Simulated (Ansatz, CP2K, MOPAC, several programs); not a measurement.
## In4BiSb3 (ordering on zincblende) from semi-empirical methods to plane-wave DFT

In4BiSb3 as one 8-atom ordering (Amm2) on the zincblende lattice, relaxed with r2SCAN in Ansatz, was computed with several methods. Space group Amm2 (No. 38), orthorhombic; a = 4.674 Å, b = 9.350 Å, c = 13.200 Å in the conventional setting, 36.05 Å³ an atom. Around Sb lie 4 In at 2.85–2.86 Å; around Sb lie 4 In at 2.84–2.86 Å; around Bi lie 4 In at 2.89–2.90 Å; around In lie 4 Sb at 2.86 Å; around In lie 3 Sb at 2.85 Å and 1 Bi at 2.90 Å; around In lie 2 Sb at 2.84 Å and 2 Bi at 2.89 Å. Values at 0 K without nuclear motion; spin polarisation is off, and the phase may be a hypothetical one.

```cif
data_structure
_symmetry_space_group_name_H-M 'Amm2'
_symmetry_Int_Tables_number 38
_cell_length_a 4.6741
_cell_length_b 9.3495
_cell_length_c 13.1996
_cell_angle_alpha 90.000
_cell_angle_beta 90.000
_cell_angle_gamma 90.000
_cell_volume 576.83
loop_
_atom_site_label
_atom_site_type_symbol
_atom_site_symmetry_multiplicity
_atom_site_Wyckoff_symbol
_atom_site_fract_x
_atom_site_fract_y
_atom_site_fract_z
_atom_site_occupancy
Sb1 Sb 2 a 0.00000 0.50000 0.49979 1
Sb2 Sb 4 e 0.50000 0.74951 0.25001 1
Bi1 Bi 2 a 0.00000 0.50000 0.00040 1
In1 In 2 b 0.50000 0.50000 0.37517 1
In2 In 4 d 0.00000 0.75373 0.12658 1
In3 In 2 b 0.50000 0.50000 0.87146 1
```

Gaps and times are for a single point on this cell; volume and bulk modulus come from each method's own relaxation or energy curve at fixed shape, which is too stiff where a cell has free coordinates or axes. Times are rough, from shared hosts (Arm Neoverse V2), and each method has its own mesh and cell size. A double dagger marks a value from a curve with shape and coordinates held. PM6 (MOPAC), PM7 (MOPAC) treat a cluster of cells at its zone centre, which samples few k points: where these miss a band edge, the gap comes out too large for that reason alone. Gaps from k meshes are read at a limited set of points (mesh, symmetry points, PBE's band edges), so each method's own least gap may be somewhat smaller. xTB and the PM methods were fitted mostly to molecules, and can miss a solid's gap by electronvolts. Minimal bases can be far off for gaps. d marks a direct gap, i an indirect one (no mark: not told apart), a dash a value that wasn't computed or didn't pass its checks.

| method | kind | gap (eV) | own volume (Å³/atom) | bulk modulus (GPa) | atoms computed | processor time |
| --- | --- | --- | --- | --- | --- | --- |
| PM6 (MOPAC) | semi-empirical | 5.51 | – | – | 32 | 1.6 s |
| PM7 (MOPAC) | semi-empirical | 2.85 | – | – | 32 | 5.6 s |
| light PBE (260 eV and a coarse mesh) | light plane-wave | 0 | – | – | 8 | 15 s |
| PBE/SZV (CP2K) | small basis | 0 | 38.13‡ | 38‡ | 8 | 16 s |
| PBE/DZVP (CP2K) | small basis | 0.01 | 37.72‡ | 35‡ | 8 | 50 s |
| PBE | semilocal | 0.01 | 37.43 | 35‡ | 8 | 66 s |
| r2SCAN | semilocal | 0.01 | 36.05 | 41‡ | 8 | 2.2 min |

Volumes against r2SCAN's: PBE +3.8 %.

Runs without a result: GFN1-xTB (tblite) (single point), GFN2-xTB (tblite) (single point).

With PBE and r2SCAN the bands overlap or touch, or nearly. Semilocal functionals can close a real gap, so this doesn't show a metal; small gaps of other methods may in turn close between the points read or with spin-orbit coupling, and the solid may be a semimetal.

Spin-orbit coupling is left out; in compounds of Pb, Bi, Tl or Hg it can lower a gap by up to about 1 eV, split its edges or invert the bands.
